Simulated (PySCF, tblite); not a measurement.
**C₄H₁₄Si₃: geometry, infrared bands and NMR shifts**

Aim: predict the infrared bands and NMR shifts of C₄H₁₄Si₃ (`C=C(C)C([SiH3])([SiH3])[SiH3]`).

The runs use tblite 0.8.0 and PySCF 2.14.0, with density-fitted response routines of our own; the level of theory stands in each step. All values are computed, except where a source is named. Atoms are numbered from 0 throughout.

## (1) Starting geometry

21 atoms, charge 0, multiplicity 1; geometry from: force field or distance geometry start.

Bonds of the start (Å): C0–C1 1.32, C1–C2 1.53, C1–C3 1.47, C3–Si4 1.88, C3–Si5 1.85, C3–Si6 1.86, C0–H7 1.08, C0–H8 1.08, C2–H9 1.09, C2–H10 1.08, C2–H11 1.11, Si4–H12 1.46, Si4–H13 1.46, Si4–H14 1.47, Si5–H15 1.45, Si5–H16 1.49, Si5–H17 1.48, Si6–H18 1.47, Si6–H19 1.46, Si6–H20 1.47.

## (2) Relaxing the molecule with GFN2-xTB

Job settings and geometry (Å):

```
{"job": {"kind": "relax", "xc": "GFN2-xTB", "basis": "xTB"}, "charge": 0, "multiplicity": 1}
C      1.104400    -0.217800    -1.897000
C      0.882400    -0.235200    -0.593900
C      2.046200    -0.591700     0.331500
C     -0.405000     0.059500     0.056400
Si    -0.069300     1.524500     1.192900
Si    -1.751400     0.592200    -1.100300
Si    -1.076000    -1.367100     1.048500
H      2.090200    -0.440600    -2.268600
H      0.335100     0.021000    -2.623300
H      1.766100    -0.593600     1.388600
H      2.513100    -1.537700     0.084200
H      2.813600     0.203300     0.207200
H      1.030400     2.269800     0.599100
H     -1.312100     2.283400     1.247700
H      0.268400     0.989800     2.515600
H     -1.714700    -0.071600    -2.386200
H     -1.717900     2.073700    -1.217200
H     -3.064900     0.254500    -0.499800
H      0.039000    -2.254700     1.411400
H     -2.056000    -2.109000     0.254900
H     -1.730600    -0.835700     2.247900
```

Launch:

```console
$ OMP_NUM_THREADS=1 python probes_run.py task.json out
```

The driver reads the jobs from task.json and runs them one after another.

**Question.** This job is followed by: GFN2-xTB harmonic vibrations, gas phase; GIAO PBE0/pcSseg-1 NMR shielding, non-relativistic, gas phase. What will the session give for the following? strongest single infrared mode (GFN2-xTB); zero-point energy (GFN2-xTB); ¹³C shifts against TMS (PBE0/pcSseg-1); ¹H shifts against TMS (PBE0/pcSseg-1, means over atoms taken as alike); ²⁹Si shifts against TMS (PBE0/pcSseg-1, means over atoms taken as alike).

**Answer**, as computed:

| quantity | value |
| --- | --- |
| strongest single infrared mode (GFN2-xTB) | 2270 cm⁻¹, 850 km/mol |
| zero-point energy (GFN2-xTB) | 93.3 kcal/mol |
| ¹³C shifts against TMS (PBE0/pcSseg-1) | 154.9, 118.4, 27.7, 5.7 ppm |
| ¹H shifts against TMS (PBE0/pcSseg-1, means over atoms taken as alike) | 5.26, 4.95, 4.10, 2.04 ppm |
| ²⁹Si shifts against TMS (PBE0/pcSseg-1, means over atoms taken as alike) | -63.0 ppm |

What this shows: Relaxing lowered the energy by 0.503 eV in 193 steps; the close pair that moved most is C3–Si5, from 1.853 to 1.916 Å. No mode is imaginary among the 57: a minimum at this level. The strongest single mode, at 2270 cm⁻¹, moves mainly H13 and H20. GFN2-xTB is a fitted tight-binding method: band positions and strengths are rough. Its intensities can rank the bands wrongly. The most deshielded carbon is C1 (fully substituted alkene carbon), at 154.9 ppm: an sp2 carbon of a C=C bond. At PBE0/pcSseg-1: Shielding is most anisotropic at C1 (span 248 ppm, paramagnetic term -229 ppm).
